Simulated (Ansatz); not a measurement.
Predict the output of the script below (Ansatz's Python interface).

`h2osi.xyz`
```text
4

O    -0.28145    0.41089    1.46164
Si   -0.00754    0.01094    0.03795
H     0.43073   -1.31200   -0.38447
H    -0.14173    0.89018   -1.11512
```

Script `tae_h2osi.py`:
```python
"""Energy to split H2OSi into its atoms."""

from collections import Counter

import ansatz as az

SETTINGS = {
    "basis": "def2-TZVP",
    "method": "ccsd_t",
}


def energy(molecule, charge=0, unpaired=0):
    calc = molecule.calculation().basis(gaussian=SETTINGS["basis"]).correlation(SETTINGS["method"])
    if charge:
        calc = calc.charge(charge)
    if unpaired:
        calc = calc.spin("collinear", total=unpaired)
    return calc.run(threads=1, pin="off").report["free_energy_ev"]


def main() -> None:
    molecule = az.Crystal.molecule_from_extxyz("h2osi.xyz")

    # Hund ground states
    unpaired = {"O": 2, "Si": 2, "H": 1}
    counts = Counter(site.symbol for site in molecule.cartesian_sites)
    atom_energy = {s: energy(az.Crystal.molecule().atom(s, (0, 0, 0)), 0, unpaired[s]) for s in counts}
    whole = energy(molecule, 0, 0)
    for s, e in atom_energy.items():
        print(f"{s:2s} x{counts[s]}  {e:14.5f} eV")
    print(f"H2OSi: {whole:.5f} eV")
    split = sum(counts[s] * e for s, e in atom_energy.items()) - whole
    print(f"atomisation energy (no zero-point term): {split:.3f} eV, {split / sum(counts.values()):.3f} eV an atom")


if __name__ == "__main__":
    main()
```

Running `python tae_h2osi.py` prints:
```text
O  x1     -2040.22115 eV
Si x1     -7862.09723 eV
H  x2       -13.60052 eV
H2OSi: -9942.09207 eV
atomisation energy (no zero-point term): 12.573 eV, 3.143 eV an atom
```

12.573 eV from the electronic energies, without the zero-point term.

What to keep in mind:
- Total energies depend on the basis set; only differences at equal settings carry meaning.
- The geometry is a force-field or estimated start, not a minimum of this method, and the basis set is short of its limit. All parts are taken at fixed geometry, without zero-point energy.
- The whole script took 2.7 s on 1 thread of AMD EPYC 7R43 64-Core Processor (Zen 3), with other jobs on the host, peak memory 0.25 GiB.
